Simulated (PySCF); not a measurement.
# From one method to the next for HgCl2

Aim: see what other levels and later steps give for HgCl2.

The runs use PySCF 2.14.0; each script names its method and basis.

### Step 1. Starting geometry

HgCl2: 3 atoms, charge 0, spin multiplicity 1.

Bond lengths: Hg1–Cl2 2.258 Å, Hg1–Cl3 2.258 Å. Angles: Cl2–Hg1–Cl3 180.0°.

### Step 2. Base script

Contents of input.py:

```python
from pyscf import gto, scf, mp

mol = gto.M(
    atom='Hg 0 0 0; Cl 2.2576 0 0; Cl -2.2576 0 0',
    basis='def2-svp',
    ecp={'Hg': 'def2-svp'},
    charge=0,
    spin=0,
    symmetry=True,
    verbose=4,
)
mf = scf.RHF(mol)
mf.kernel()
mp.MP2(mf, frozen=10).kernel()
mf.dip_moment()
print('orbital energies (hartree):', mf.mo_energy[..., max(0, mol.nelec[1]-3):mol.nelec[0]+3].round(4))
```

Command:

```
$ OMP_NUM_THREADS=1 python input.py
```

### Step 3. Polarisability

Run 1 changes step after the SCF: mp2 → polarizability.

Edit input.py of step 2 so:

```diff
@@ -1,2 +1,3 @@
-from pyscf import gto, scf, mp
+from pyscf import gto, scf
+from pyscf.prop.polarizability import rhf as pol
 
@@ -13,3 +14,4 @@
 mf.kernel()
-mp.MP2(mf, frozen=10).kernel()
+print('polarizability (a.u.)')
+print(pol.Polarizability(mf).polarizability().round(4))
 mf.dip_moment()
```

### Step 4. M06l (RKS)

Run 2 changes functional: none (Hartree–Fock) → m06l; SCF type: RHF → RKS; step after the SCF: mp2 → analyze.

Edit input.py of step 2 so:

```diff
@@ -1,2 +1,2 @@
-from pyscf import gto, scf, mp
+from pyscf import gto, dft
 
@@ -11,5 +11,5 @@
 )
-mf = scf.RHF(mol)
+mf = dft.RKS(mol, xc='m06l')
 mf.kernel()
-mp.MP2(mf, frozen=10).kernel()
+mf.mulliken_pop()
 mf.dip_moment()
```

### Step 5. Pbe (RKS)

Run 3 changes functional: none (Hartree–Fock) → pbe; SCF type: RHF → RKS; step after the SCF: mp2 → analyze.

Edit input.py of step 2 so:

```diff
@@ -1,2 +1,2 @@
-from pyscf import gto, scf, mp
+from pyscf import gto, dft
 
@@ -11,5 +11,5 @@
 )
-mf = scf.RHF(mol)
+mf = dft.RKS(mol, xc='pbe')
 mf.kernel()
-mp.MP2(mf, frozen=10).kernel()
+mf.mulliken_pop()
 mf.dip_moment()
```

### Step 6. SCF alone

Run 4 changes step after the SCF: mp2 → none.

Edit input.py of step 2 so:

```diff
@@ -1,2 +1,2 @@
-from pyscf import gto, scf, mp
+from pyscf import gto, scf
 
@@ -13,3 +13,2 @@
 mf.kernel()
-mp.MP2(mf, frozen=10).kernel()
 mf.dip_moment()
```

### Step 7. Geometry optimisation

Run 5 changes step after the SCF: mp2 → optimize.

Contents of input.py:

```python
from pyscf import gto, scf
from pyscf.geomopt.geometric_solver import optimize

mol = gto.M(
    atom='Hg 0 0 0; Cl 2.2576 0 0; Cl -2.2576 0 0',
    basis='def2-svp',
    ecp={'Hg': 'def2-svp'},
    charge=0,
    spin=0,
    symmetry=True,
    verbose=4,
)
mf = scf.RHF(mol)
mf.kernel()
mol_eq = optimize(mf, maxsteps=30)
print('optimised geometry (angstrom)')
print(mol_eq.tostring('raw'))
print('orbital energies (hartree):', mf.mo_energy[..., max(0, mol.nelec[1]-3):mol.nelec[0]+3].round(4))
```

**Question.** What will these runs give? Wanted: for each run, E(SCF); from base; gap; SCF dipole; after the SCF.

**Answer**, as computed:

| run | E(SCF) (hartree) | from base (eV) | cycles | gap (eV) | SCF dipole (D) | after the SCF |
| --- | --- | --- | --- | --- | --- | --- |
| base | -1071.289288 | 0 | 10 | 13.28 | 0.00 | MP2 correlation -16.961 eV, core frozen |
| polarisability | -1071.289288 | 0.0000 | 10 | 13.28 | 0.00 | n/a |
| m06l (RKS) | -1073.757865 | not comparable | 9 | 4.72 | 0.00 | n/a |
| pbe (RKS) | -1073.309227 | not comparable | 10 | 4.21 | 0.00 | n/a |
| SCF alone | -1071.289288 | 0.0000 | 10 | 13.28 | 0.00 | n/a |
| geometry optimisation | -1071.289288 | 0.0000 | 10 | 13.28 | n/a | -0.039 eV |

SCF columns refer to the geometry typed in the script.

A lower total energy from another functional means nothing by itself. The dearest run is “geometry optimisation”, at 17 s against 2.4 s.
